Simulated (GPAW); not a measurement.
BiTe:

```
Bi Te
1.0
     2.42271    1.39875    3.31729
    -2.42271    1.39875    3.31729
     0.00000   -2.79750    3.31729
Bi Te
1 1
Direct
  0.50000 0.50000 0.50000
  0.00000 0.00000 0.00000
```

The cell comes from a database or a generator and needn't be the stable form of this composition.

Base run:

| Quantity | Value |
| --- | --- |
| Program | GPAW 26.7.0 |
| Functional | LDA |
| Potentials or basis | the program's PAW data sets (release 1.2.1) made for this functional |
| Cutoff | 600 eV |
| Basis | pw |
| k mesh | 6 × 6 × 6 |
| Occupations | fermi-dirac, width 0.05 eV |
| Spin | no spin polarisation |

Its results: pressure -3.9 GPa.

**Question.** The run is repeated on the same cell with these changes: functional from LDA to RPBE; cutoff from 600 eV to 500 eV. What comes out?

**Answer.** Pressure 1.0 GPa.

RPBE binds less tightly than LDA, so the same cell stands under more pressure.

Caveats: the cutoff is short for stress and forces, so pressures can be off by a GPa or more (some runs).

Not every run made on this cell is shown here.
